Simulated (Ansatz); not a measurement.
# AlH4NO2: basis-set convergence

The task here is to estimate one member of a computed series from the others.

Computed with Ansatz 0.2.0, Gaussian basis. Level: one geometry, several basis sets.

Plan: PBE0-D4/def2-SVP; ωB97M-V/def2-SVP; PBE0-D4/def2-QZVPP; ωB97M-V/def2-QZVPP; CCSD(T)/cc-pV(D+d)Z; CCSD(T)/cc-pV(T+d)Z; CCSD(T)/cc-pV(Q+d)Z; the functionals' def2-TZVPP values are taken from earlier runs.

## The relaxed structure

All runs share one geometry, relaxed beforehand with PBE0-D4 in a triple-zeta def2 set.

8 atoms, charge 0, spin multiplicity 1.

Atoms are counted from 1 here; the program's logs count them from 0.

Bond lengths: N1–Al2 1.760 Å, N1–H5 1.005 Å, N1–H6 1.006 Å, Al2–O3 1.695 Å, Al2–O4 1.692 Å, O3–H7 0.954 Å, O4–H8 0.955 Å. Angles: Al2–N1–H5 126.0°, Al2–N1–H6 123.5°, H5–N1–H6 110.5°, N1–Al2–O3 123.6°, N1–Al2–O4 117.6°, O3–Al2–O4 118.8°, Al2–O3–H7 124.8°, Al2–O4–H8 122.2°.

Coordinates:

```xyz
8
charge 0, multiplicity 1
N    -0.4534    1.3709    0.1590
Al    0.0219   -0.3143   -0.0152
O     1.5694   -0.8061   -0.5009
O    -1.1401   -1.4961    0.3242
H     0.1328    2.1700   -0.0090
H    -1.3726    1.6620    0.4477
H     2.2870   -0.2138   -0.7127
H    -0.9528   -2.4298    0.2512
```

The first run:

in.yaml reads:

```yaml
crystal:
  periodic: [false, false, false]
  atoms:
    - {symbol: N, position_ang: [-0.453429, 1.370910, 0.159025]}
    - {symbol: Al, position_ang: [0.021873, -0.314298, -0.015219]}
    - {symbol: O, position_ang: [1.569448, -0.806071, -0.500936]}
    - {symbol: O, position_ang: [-1.140118, -1.496126, 0.324229]}
    - {symbol: H, position_ang: [0.132756, 2.170044, -0.009024]}
    - {symbol: H, position_ang: [-1.372578, 1.661963, 0.447701]}
    - {symbol: H, position_ang: [2.286991, -0.213761, -0.712702]}
    - {symbol: H, position_ang: [-0.952843, -2.429760, 0.251225]}
basis:
  gaussian: {orbitals: def2-SVP}
hamiltonian: {xc: pbe0, dispersion: d4}
output: {orbitals: {seedname: orbitals}}
```

Run with:

```sh
ansatz run in.yaml --threads 2 --pin off --events-out ev --progress --plain --max-ram 32768MiB --backend cpu
```

Steps of the session up to this table: PBE0-D4 in def2-SVP; ωB97M-V in def2-SVP; PBE0-D4 in def2-QZVPP; ωB97M-V in def2-QZVPP.

One of the session's tables, all rows but one given; the rest of the session is left out.

```
functional       basis  HOMO (eV)  LUMO (eV)
   PBE0-D4    def2-SVP      -7.02       0.19
   PBE0-D4  def2-TZVPP      -7.34      -0.16
   PBE0-D4  def2-QZVPP      -7.42      -0.43
   ωB97M-V    def2-SVP      -9.41       1.75
   ωB97M-V  def2-TZVPP      -9.76       1.35
   ωB97M-V  def2-QZVPP          ?          ?
```

**Question.** Estimate the row for ωB97M-V, def2-QZVPP.

The run gave: HOMO (eV): -9.84; LUMO (eV): 0.90. In the column «HOMO (eV)» it is the lowest.
